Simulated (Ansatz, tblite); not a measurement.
# The cluster Zn₁₀H₃₀Se₁₀: a ladder of methods and basis sets

One table from this session's results is given with a row withheld; the runs are named, their logs left out.

Program: Ansatz 0.2.0, Gaussian basis. Level of theory: as each input shows. These are calculated values, not measurements.

The runs, in order: GFN1-xTB, GFN2-xTB, PBE-D4/def2-TZVP, r2SCAN-D4/def2-TZVP, r2SCAN0-D4/def2-TZVP, PBE-D4/def2-SVP, PBE0-D4/def2-SVP, MP2/def2-SVP.

1 further run of the same task is left out (set aside as unsound or not needed).

### The geometry

The geometry is that of the singlet, from an earlier relaxation (PBE-D4/def2-SVP).

50 atoms, charge 0, spin multiplicity 1.

Bond lengths: Zn1–Se11 2.671 Å, Zn1–Se12 2.637 Å, Zn1–Se13 2.480 Å, Zn1–H21 1.558 Å, Zn2–Se11 2.862 Å, Zn2–Se14 2.674 Å, Zn2–H22 1.623 Å, Zn2–H23 1.561 Å, Zn3–Se13 2.488 Å, Zn3–Se15 2.664 Å, Zn3–Se16 2.619 Å, Zn3–H24 1.559 Å, Zn4–Se14 2.669 Å, Zn4–Se15 2.902 Å, Zn4–H25 1.561 Å, Zn4–H26 1.624 Å, Zn5–Se17 2.755 Å, Zn5–H22 1.786 Å and more. Angles: Se11–Zn1–Se12 91.6°, Se11–Zn1–Se13 88.9°, Se11–Zn1–H21 116.9°, Se12–Zn1–Se13 100.8°, Se12–Zn1–H21 115.7°, Se13–Zn1–H21 133.1°, Se11–Zn2–Se14 84.9°, Se11–Zn2–H22 101.2°, Se11–Zn2–H23 97.6°, Se14–Zn2–H22 96.3°, Se14–Zn2–H23 112.9°, H22–Zn2–H23 146.5°, Se13–Zn3–Se15 95.3°, Se13–Zn3–Se16 95.0°, Se13–Zn3–H24 131.3°, Se15–Zn3–Se16 92.2°, Se15–Zn3–H24 114.0°, Se16–Zn3–H24 120.3° and more.

PBE0-D4/def2-TZVP was run before; its log isn't repeated, and its numbers join the tables.

The first run:

Tight binding, by tblite at 300 K electronic temperature and without a spin-polarisation term:

```python
tblite.interface.Calculator('GFN1-xTB', numbers, positions, charge=0, uhf=0).singlepoint()
```

Tight binding, by tblite at 300 K electronic temperature and without a spin-polarisation term:

```python
tblite.interface.Calculator('GFN2-xTB', numbers, positions, charge=0, uhf=0).singlepoint()
```

start.molden holds the orbitals of an earlier run on this state, given as this run's starting guess.

Contents of in.yaml:

```yaml
crystal:
  periodic: [false, false, false]
  atoms:
    - {symbol: Zn, position_ang: [-2.219381, -2.550331, -0.132134]}
    - {symbol: Zn, position_ang: [-1.730584, 0.781932, -4.232795]}
    - {symbol: Zn, position_ang: [-2.642144, 0.233979, 2.140620]}
    - {symbol: Zn, position_ang: [-1.222293, 4.397787, -0.788260]}
    - {symbol: Zn, position_ang: [-0.063771, -1.731585, -4.337534]}
    - {symbol: Zn, position_ang: [0.500108, -2.069554, 2.551576]}
    - {symbol: Zn, position_ang: [4.005185, -1.378179, -1.199504]}
    - {symbol: Zn, position_ang: [0.575270, 0.633117, -0.731796]}
    - {symbol: Zn, position_ang: [0.344179, 3.882813, 1.713356]}
    - {symbol: Zn, position_ang: [4.214594, 0.431751, 1.143022]}
    - {symbol: Se, position_ang: [-2.763835, -0.912993, -2.170766]}
    - {symbol: Se, position_ang: [-0.458293, -3.879330, -1.575743]}
    - {symbol: Se, position_ang: [-0.779032, -0.781794, 0.842456]}
    - {symbol: Se, position_ang: [-0.699526, 2.204352, -2.216509]}
    - {symbol: Se, position_ang: [-2.805184, 2.437966, 0.653268]}
    - {symbol: Se, position_ang: [-1.085984, 1.408940, 3.888610]}
    - {symbol: Se, position_ang: [1.643085, -0.913271, -2.335678]}
    - {symbol: Se, position_ang: [2.421279, -2.654005, 0.830341]}
    - {symbol: Se, position_ang: [2.053305, -0.323428, 3.767811]}
    - {symbol: Se, position_ang: [1.956687, 1.910294, 0.819500]}
    - {symbol: H, position_ang: [-3.402637, -3.391476, 0.433347]}
    - {symbol: H, position_ang: [-0.358579, 0.006463, -4.622263]}
    - {symbol: H, position_ang: [-3.095270, 1.345941, -4.737755]}
    - {symbol: H, position_ang: [-4.024414, -0.340138, 2.576957]}
    - {symbol: H, position_ang: [-2.418605, 5.231840, -1.344416]}
    - {symbol: H, position_ang: [0.183237, 4.439076, 0.024646]}
    - {symbol: H, position_ang: [-1.259024, -2.299988, -3.360336]}
    - {symbol: H, position_ang: [0.841232, -2.327848, -5.473864]}
    - {symbol: H, position_ang: [-0.072516, -3.218493, 3.445439]}
    - {symbol: H, position_ang: [4.760550, -2.649117, -1.700894]}
    - {symbol: H, position_ang: [4.181284, 0.133129, -0.610496]}
    - {symbol: H, position_ang: [-0.992558, 2.953764, 2.025604]}
    - {symbol: H, position_ang: [1.152626, 4.888184, 2.610446]}
    - {symbol: H, position_ang: [3.478600, -0.878680, 1.841504]}
    - {symbol: H, position_ang: [5.376758, 1.382958, 1.601732]}
    - {symbol: H, position_ang: [-3.718249, -1.644833, -3.039805]}
    - {symbol: H, position_ang: [-3.922370, -0.189641, -1.501318]}
    - {symbol: H, position_ang: [-1.458838, -4.663467, -2.338047]}
    - {symbol: H, position_ang: [-0.366959, -4.979203, -0.545814]}
    - {symbol: H, position_ang: [0.561038, 2.635505, -2.873469]}
    - {symbol: H, position_ang: [-4.135149, 2.195438, -0.049412]}
    - {symbol: H, position_ang: [-3.476539, 3.357183, 1.602857]}
    - {symbol: H, position_ang: [-1.945951, 2.513162, 4.378183]}
    - {symbol: H, position_ang: [-1.506878, 0.551967, 5.067224]}
    - {symbol: H, position_ang: [2.208678, 0.193614, -3.148561]}
    - {symbol: H, position_ang: [1.898046, -4.005147, 0.345330]}
    - {symbol: H, position_ang: [3.454084, -3.346588, 1.638013]}
    - {symbol: H, position_ang: [2.933845, -1.411941, 4.260917]}
    - {symbol: H, position_ang: [1.269268, -0.380378, 5.060541]}
    - {symbol: H, position_ang: [2.611585, 2.770221, -0.196084]}
basis:
  gaussian: {orbitals: def2-TZVP, fitting: {mean_field: def2-universal-jkfit}, initial_orbitals: start.molden}
hamiltonian: {xc: pbe, dispersion: d4}
scf: {omitted_lower_state_checks: [starts]}
output: {forces: true, orbitals: {seedname: orbitals}}
```

Command:

```console
ansatz run in.yaml --threads 11 --pin off --events-out ev --progress --plain --max-ram 110592MiB --backend cuda --devices 0, --max-vram 75GiB
```

Among the steps run: PBE-D4/def2-TZVP; r2SCAN-D4/def2-TZVP; r2SCAN0-D4/def2-TZVP; PBE-D4/def2-SVP; PBE0-D4/def2-SVP; MP2/def2-SVP.

One table of the session follows, with a row left open; its other results are not shown here.

It belongs to the step «Binding energy». 

```
               level  binding an atom (eV)
         HF/def2-SVP                 1.393
     PBE-D4/def2-SVP                 2.171
    PBE-D4/def2-TZVP                 2.095
 r2SCAN-D4/def2-TZVP                 2.144
    PBE0-D4/def2-SVP                 2.145
   PBE0-D4/def2-TZVP                 2.086
r2SCAN0-D4/def2-TZVP                 2.116
        MP2/def2-SVP                     ?
```

Q: Estimate the row for MP2/def2-SVP from the others.

As computed: binding an atom (eV): 1.943. In the column «binding an atom (eV)» it lies between HF/def2-SVP (1.393) and PBE0-D4/def2-TZVP (2.086).

To keep in mind: Free atoms were run apart at each level; binding is atoms less cluster, divided by the number of atoms, without zero-point or spin-orbit terms.
